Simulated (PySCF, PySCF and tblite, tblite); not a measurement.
**C₄H₃ClF₄: telling isomers apart by computed NMR**

Aim: see whether computed shieldings tell isomers of C₄H₃ClF₄ apart.

Programs: PySCF 2.14.0 with density-fitted response routines of our own, and tblite 0.8.0. All values are computed, except where a source is named. Atoms count from 0 throughout.

## Step 1: The starting structure

12 atoms, charge 0, multiplicity 1; geometry from: MMFF94s geometry. This is the first candidate.

Bonds of the start (Å): C0–C1 1.51, C0–H10 1.09, C0–H11 1.10, C0–H9 1.08, C1–C3 1.34, C1–Cl2 1.74, C3–C5 1.50, C3–F4 1.35, C5–F6 1.36, C5–F7 1.35, C5–F8 1.36.

## Step 2: GFN2-xTB relaxation, isomer A, conformer 1

Job settings and geometry (Å):

```
{"job": {"xc": "GFN2-xTB", "basis": "xTB", "kind": "relax"}, "charge": 0, "multiplicity": 1}
C      1.453600    -0.688000     0.048400
C      0.759500     0.652500     0.082800
Cl     1.869400     1.984000     0.258400
C     -0.559200     0.881900     0.010600
F     -0.994800     2.157500     0.083100
C     -1.595000    -0.195600    -0.123600
F     -1.415400    -0.922500    -1.257000
F     -2.843400     0.312500    -0.167500
F     -1.556300    -1.073400     0.919000
H      2.130500    -0.735500    -0.795700
H      2.013500    -0.853900     0.966900
H      0.738900    -1.520100    -0.051400
```

Run with:

```bash
OMP_NUM_THREADS=1 python ens_run.py task.json out
```

This one command runs the whole study; its stages follow in the order run.

The program printed:

```text
step      E/eV     max force
  0    -912.98449    0.989
  1    -913.03475    0.404
  2    -913.05059    0.404
  3    -913.05679    0.163
  4    -913.05868    0.142
  5    -913.06022    0.148
  6    -913.06161    0.149
  7    -913.06246    0.079
  8    -913.06296    0.056
  9    -913.06339    0.078
 10    -913.06376    0.070
 11    -913.06397    0.037
 12    -913.06397    0.037
 13    -913.06404    0.029
 14    -913.06414    0.019
 15    -913.06416    0.019
 16    -913.06419    0.015
 17    -913.06422    0.011
 18    -913.06424    0.014
 19    -913.06425    0.011
 20    -913.06426    0.009
 21    -913.06426    0.007
 22    -913.06427    0.007
 23    -913.06427    0.005
 24    -913.06428    0.004
 25    -913.06428    0.003
```

Wall time 0.14 s (1 thread of Arm Neoverse V2, shared host).

The energy fell by 0.080 eV, and the atoms moved 0.03 Å (root mean square).

## Step 3: Shieldings, isomer A, conformer 1: PBE0/pcSseg-1

Job settings and geometry (Å):

```
{"job": {"xc": "PBE0", "basis": "pcSseg-1", "kind": "nmr", "pop": true}, "charge": 0, "multiplicity": 1}
C      1.436529    -0.692570     0.047613
C      0.788894     0.644476     0.093686
Cl     1.859056     1.981940     0.254419
C     -0.523811     0.874526     0.021643
F     -1.036917     2.116958     0.070557
C     -1.585338    -0.189811    -0.120915
F     -1.421967    -0.923365    -1.237463
F     -2.806033     0.327340    -0.165309
F     -1.561658    -1.070024     0.896951
H      2.129452    -0.730342    -0.791543
H      2.012246    -0.847335     0.958868
H      0.710746    -1.492478    -0.054532
```

The program printed:

```text
coarse grid: 12176 points
cycle   1  E = -1012.7621239296  dE =  1.501e+00  |g| = 9.925e-01  |ddm| = 3.297e+00
cycle   2  E = -1012.5401875733  dE =  2.219e-01  |g| = 1.573e+00  |ddm| = 1.538e+00
cycle   3  E = -1012.9300681743  dE = -3.899e-01  |g| = 9.010e-02  |ddm| = 9.972e-01
cycle   4  E = -1012.9311505041  dE = -1.082e-03  |g| = 5.604e-02  |ddm| = 1.048e-01
cycle   5  E = -1012.9317893486  dE = -6.388e-04  |g| = 1.392e-02  |ddm| = 4.641e-02
cycle   6  E = -1012.9318260185  dE = -3.667e-05  |g| = 4.838e-03  |ddm| = 1.455e-02
cycle   7  E = -1012.9318312305  dE = -5.212e-06  |g| = 1.455e-03  |ddm| = 5.637e-03
final grid: 119112 points
cycle   8  E = -1013.0083681156  dE = -5.285e-05  |g| = 8.153e-03  |ddm| = 3.243e-02
cycle   9  E = -1013.0083522343  dE =  1.588e-05  |g| = 1.231e-02  |ddm| = 1.739e-02
cycle  10  E = -1013.0083814753  dE = -2.924e-05  |g| = 1.372e-03  |ddm| = 1.133e-02
cycle  11  E = -1013.0083817767  dE = -3.014e-07  |g| = 5.087e-04  |ddm| = 1.503e-03
cycle  12  E = -1013.0083818268  dE = -5.009e-08  |g| = 1.601e-04  |ddm| = 4.847e-04
cycle  13  E = -1013.0083818319  dE = -5.020e-09  |g| = 3.960e-05  |ddm| = 1.425e-04
cycle  14  E = -1013.0083818322  dE = -3.417e-10  |g| = 9.282e-06  |ddm| = 3.769e-05
converged SCF energy = -1013.0083818322

GIAO shielding tensors (ppm)
atom      isotropic    diamagn.    paramagn.     s11        s22        s33       span
  0 C      164.420     246.218     -81.798    153.371    155.051    184.839     31.467
  1 C       49.339     258.537    -209.198    -30.169     58.356    119.829    149.998
  2 Cl     717.752    1145.711    -427.959    525.599    725.697    901.959    376.360
  3 C       31.236     249.455    -218.219    -56.875     70.614     79.967    136.842
  4 F      293.315     470.015    -176.700    238.679    281.528    359.737    121.059
  5 C       57.469     241.980    -184.512     46.139     60.491     65.777     19.638
  6 F      237.375     475.121    -237.746    162.730    216.803    332.591    169.860
  7 F      264.528     467.714    -203.185    193.709    267.145    332.730    139.021
  8 F      237.445     475.140    -237.695    162.774    217.000    332.561    169.788
  9 H       29.569      27.840       1.729     25.499     27.455     35.753     10.254
 10 H       29.568      27.843       1.724     25.498     27.453     35.752     10.254
 11 H       29.141      29.999      -0.859     23.405     29.877     34.140     10.735
```

Run time: 18 s. Hardware: 1 thread of Arm Neoverse V2, shared host.

In short: HOMO -7.87 eV, LUMO -0.97 eV; dipole 2.15 D.

## Step 4: Boltzmann average, isomer A: properties at PBE0/pcSseg-1

Job settings and geometry (Å):

```
{"job": {"study": "conf", "smiles": "C/C(Cl)=C(/F)C(F)(F)F", "search": {"seed": 6734, "n_embed": 45, "ff_keep": 10, "window": 2.5, "nmax": 6, "temps": [250, 298.15, 350], "t_ref": 298.15, "order": 0.001}, "level": {"nmr": {"xc": "PBE0", "basis": "pcSseg-1"}}, "kind": "conf"}, "charge": 0, "multiplicity": 1}
C      1.436529    -0.692570     0.047613
C      0.788894     0.644476     0.093686
Cl     1.859056     1.981940     0.254419
C     -0.523811     0.874526     0.021643
F     -1.036917     2.116958     0.070557
C     -1.585338    -0.189811    -0.120915
F     -1.421967    -0.923365    -1.237463
F     -2.806033     0.327340    -0.165309
F     -1.561658    -1.070024     0.896951
H      2.129452    -0.730342    -0.791543
H      2.012246    -0.847335     0.958868
H      0.710746    -1.492478    -0.054532
```

The program printed:

```text
conformer  sym    E(xTB)   E(DFT)   G(298.15 K)  weight  dipole/D
    1     Cs      0.000    0.000    0.000   1.0000    2.152

mean shielding (ppm) by class
class atoms           250 K   298.15 K      350 K
  0 C  0             164.42     164.42     164.42
  1 C  1             49.339     49.339     49.339
  2 Cl 2            717.752    717.752    717.752
  3 C  3             31.236     31.236     31.236
  4 F  4            293.315    293.315    293.315
  5 C  5             57.469     57.469     57.469
  6 F  6,7,8        246.449    246.449    246.449
  7 H  9,10,11       29.426     29.426     29.426
```

It took 18 s on 1 thread of Arm Neoverse V2, shared host. This counts the runs that the step sums up.

The search (ETKDG and KDG, MMFF94s, GFN2-xTB) embedded 45 structures, kept 1 distinct ones after the force field and 1 after xTB; 1 was carried on (window 2.5 kcal/mol at the search's own energies). Energies: PBE0/pcSseg-1 with D3(BJ).

The conformers at 298 K:

```
no.  group  mirror pair  ΔE xTB  ΔE DFT    ΔG  weight (%)  μ (D)     A, B, C (GHz)
  1     Cs           no    0.00    0.00  0.00       100.0   2.15  2.39, 0.91, 0.75
```

Energies in kcal/mol. ΔG holds xTB vibrations and rotation, symmetry numbers and mirror pairs.

Shifts against references run at the same level (19F CFCl3 170.9, 13C TMS 186.9, 1H TMS 31.72, 35Cl HCl 950 ppm of shielding), by class of atoms, at 298 K:

```
       atoms                           environment  average
          C3       fully substituted alkene carbon    155.7
          C1       fully substituted alkene carbon    137.6
          C5                            CF3 carbon    129.5
          C0                 allylic methyl carbon     22.5
H9, H10, H11  hydrogen on an allylic methyl carbon     2.29
         Cl2                  chlorine bonded to C      232
  F6, F7, F8               fluorine of a CF3 group    -75.5
          F4                      vinylic fluorine   -122.4
```

## Step 5: GFN2-xTB relaxation, isomer B, conformer 1

Job settings and geometry (Å):

```
{"job": {"xc": "GFN2-xTB", "basis": "xTB", "kind": "relax"}, "charge": 0, "multiplicity": 1}
C     -1.971400     0.029000     0.054700
C     -0.555800    -0.388800    -0.083900
Cl    -0.335600    -2.076000    -0.444700
C      0.493700     0.443400     0.072900
F      0.218900     1.731700     0.380800
C      1.929200     0.050500    -0.042300
F      2.243200    -0.424900    -1.276100
F      2.760600     1.119300     0.177400
F      2.301700    -0.900100     0.863700
H     -2.480400    -0.529300     0.859700
H     -2.523300    -0.148800    -0.881800
H     -2.079600     1.093400     0.293500
```

The program printed:

```text
step      E/eV     max force
  0    -912.98883    1.430
  1    -913.05955    0.793
  2    -913.07480    0.514
  3    -913.08300    0.301
  4    -913.08849    0.162
  5    -913.09028    0.171
  6    -913.09363    0.139
  7    -913.09461    0.080
  8    -913.09521    0.065
  9    -913.09555    0.048
 10    -913.09576    0.036
 11    -913.09576    0.036
 12    -913.09581    0.034
 13    -913.09592    0.025
 14    -913.09597    0.027
 15    -913.09603    0.019
 16    -913.09608    0.021
 17    -913.09614    0.023
 18    -913.09617    0.018
 19    -913.09620    0.014
 20    -913.09623    0.017
 21    -913.09627    0.019
 22    -913.09630    0.018
 23    -913.09632    0.012
 24    -913.09634    0.009
 25    -913.09635    0.009
 26    -913.09636    0.009
 27    -913.09637    0.008
 28    -913.09637    0.005
 29    -913.09638    0.004
```

It took 0.14 s on 1 thread of Arm Neoverse V2, shared host.

The energy fell by 0.108 eV, and the atoms moved 0.04 Å (root mean square).

## Step 6: Shieldings, isomer B, conformer 1: PBE0/pcSseg-1

Job settings and geometry (Å):

```
{"job": {"xc": "PBE0", "basis": "pcSseg-1", "kind": "nmr", "pop": false}, "charge": 0, "multiplicity": 1}
C     -1.992375     0.032391     0.056289
C     -0.571437    -0.384267    -0.072207
Cl    -0.286880    -2.035765    -0.443857
C      0.469561     0.437213     0.082080
F      0.282744     1.739659     0.374141
C      1.925542     0.056986    -0.039132
F      2.222638    -0.430331    -1.255078
F      2.725994     1.098309     0.171319
F      2.276367    -0.894729     0.841477
H     -2.475266    -0.544233     0.843240
H     -2.519765    -0.167146    -0.874834
H     -2.055922     1.091229     0.290534
```

The program printed:

```text
coarse grid: 12176 points
cycle   1  E = -1012.7608050177  dE =  1.505e+00  |g| = 9.917e-01  |ddm| = 3.294e+00
cycle   2  E = -1012.5423582905  dE =  2.184e-01  |g| = 1.567e+00  |ddm| = 1.488e+00
cycle   3  E = -1012.9277426948  dE = -3.854e-01  |g| = 8.381e-02  |ddm| = 9.656e-01
cycle   4  E = -1012.9285107979  dE = -7.681e-04  |g| = 5.853e-02  |ddm| = 1.011e-01
cycle   5  E = -1012.9292201142  dE = -7.093e-04  |g| = 1.542e-02  |ddm| = 4.874e-02
cycle   6  E = -1012.9292689261  dE = -4.881e-05  |g| = 5.193e-03  |ddm| = 1.658e-02
cycle   7  E = -1012.9292745120  dE = -5.586e-06  |g| = 1.273e-03  |ddm| = 5.132e-03
final grid: 119112 points
cycle   8  E = -1013.0069309713  dE = -5.273e-05  |g| = 7.920e-03  |ddm| = 3.118e-02
cycle   9  E = -1013.0069179808  dE =  1.299e-05  |g| = 1.171e-02  |ddm| = 1.599e-02
cycle  10  E = -1013.0069432454  dE = -2.526e-05  |g| = 1.208e-03  |ddm| = 9.928e-03
cycle  11  E = -1013.0069434706  dE = -2.253e-07  |g| = 4.777e-04  |ddm| = 1.256e-03
cycle  12  E = -1013.0069435158  dE = -4.518e-08  |g| = 1.579e-04  |ddm| = 4.515e-04
cycle  13  E = -1013.0069435208  dE = -5.040e-09  |g| = 3.840e-05  |ddm| = 1.366e-04
cycle  14  E = -1013.0069435212  dE = -3.365e-10  |g| = 8.554e-06  |ddm| = 3.748e-05
converged SCF energy = -1013.0069435212

GIAO shielding tensors (ppm)
atom      isotropic    diamagn.    paramagn.     s11        s22        s33       span
  0 C      165.550     245.211     -79.661    150.088    160.980    185.582     35.494
  1 C       48.346     258.384    -210.038    -38.544     60.776    122.805    161.349
  2 Cl     738.475    1147.461    -408.986    573.058    717.854    924.512    351.454
  3 C       30.177     249.419    -219.241    -57.628     69.497     78.662    136.290
  4 F      300.283     474.026    -173.742    251.568    286.647    362.634    111.066
  5 C       58.283     241.167    -182.885     45.905     61.735     67.208     21.303
  6 F      242.215     472.793    -230.578    168.851    222.396    335.398    166.547
  7 F      264.843     468.559    -203.716    190.060    266.526    337.941    147.881
  8 F      242.208     472.807    -230.599    168.813    222.414    335.397    166.584
  9 H       29.709      27.591       2.118     25.274     27.701     36.152     10.878
 10 H       29.710      27.589       2.122     25.272     27.707     36.152     10.879
 11 H       28.975      28.960       0.015     23.520     28.848     34.558     11.037
```

It took 16 s on 1 thread of Arm Neoverse V2, shared host.

In short: HOMO -7.83 eV, LUMO -0.96 eV; dipole 2.78 D.

(Part 1 of 2 ends here.)
